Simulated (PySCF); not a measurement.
# C6H12N2: the cost of one run

Computed with PySCF 2.14.0 and routines of our own; the level stands in each step. Atoms count from 0.

## 1. The starting structure

20 atoms, charge 0, multiplicity 1; geometry from: GFN2-xTB.

## 2. Magnetic properties: GIAO BHandHLYP/pcSseg-1

What the job is given:

```
{"job": {"kind": "mag", "xc": "BHandHLYP", "basis": "pcSseg-1", "isotopologues": 2}, "charge": 0, "multiplicity": 1}
N     -0.517283     1.420915     1.929276
C     -0.161880     0.960244     0.816506
C      1.275326     1.068104     0.400141
C      1.834257    -0.292207    -0.017997
C      0.969608    -0.903330    -1.114659
C     -0.463315    -1.065057    -0.621753
C     -1.071053     0.285896    -0.197967
N     -2.417978     0.176539     0.341213
H     -1.515623     1.334327     2.114497
H      1.337139     1.757553    -0.446702
H      1.845492     1.487610     1.228726
H      1.848282    -0.957998     0.847919
H      2.861565    -0.174807    -0.368353
H      1.368621    -1.876909    -1.407618
H      0.982622    -0.257423    -1.996101
H     -0.475694    -1.739115     0.240812
H     -1.085667    -1.509940    -1.404101
H     -1.124591     0.942459    -1.076245
H     -3.062439    -0.147398    -0.370843
H     -2.432538    -0.498784     1.100214
```

With the program's defaults for keys left out, this is: GIAO BHandHLYP/pcSseg-1 magnetisability, rotational g tensor and spin-rotation constants, non-relativistic, gas phase.

On the command line:

```sh
$ OMP_NUM_THREADS=1 python excited_run.py task.json out
```

The driver reads the jobs from task.json and runs them one after another.

Q: Estimate the wall time and peak memory of this first job on 1 thread of Arm Neoverse N1, shared host.

About 57 s, with a peak of 0.97 GiB.
